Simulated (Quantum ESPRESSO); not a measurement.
## AlSn in Quantum ESPRESSO: the effect of target pressure

AlSn:

```xyz
2
Lattice="4.1981 0.0000 0.0000 -2.0991 3.6357 0.0000 0.0000 0.0000 3.3068" Properties=species:S:1:pos:R:3 pbc="T T T"
Sn    0.0000    2.4238    1.6534
Al    0.0000    0.0000    0.0000
```

The cell comes from a database or a generator and needn't be the stable form of this composition.

Alike in all runs:

```yaml
Program: Quantum ESPRESSO 7.5
Task: relaxation of cell and atoms
Functional: PBEsol
Potentials_or_basis: GBRV 1.5 PBEsol
Cutoff: 1061 eV
Density_cutoff: 8517 eV
k_mesh: 7 × 7 × 8
Occupations: fermi-dirac, width 0.05 eV
Spin: no spin polarisation
```

Each run relaxes the cell or the atoms first.

```csv
target pressure,relaxed volume (Å³/atom)
0 GPa,24.22
2 GPa,23.45
5 GPa,22.48
10 GPa,?
20 GPa,19.28
30 GPa,17.91
```

What does the run with target pressure 10 GPa give?

Relaxed volume 21.16 Å³/atom.

Worked out: In Murnaghan's law V^(-B') rises as a straight line in P. The other rows fit best with B' = 3.1, V0 = 24.21 Å³/atom and B0 = 60 GPa, which gives 21.18 Å³/atom at 10 GPa, against the run's 21.16.

Caveats: the volume moved by over 15 % at a fixed basis, so the end points are rough (some runs).
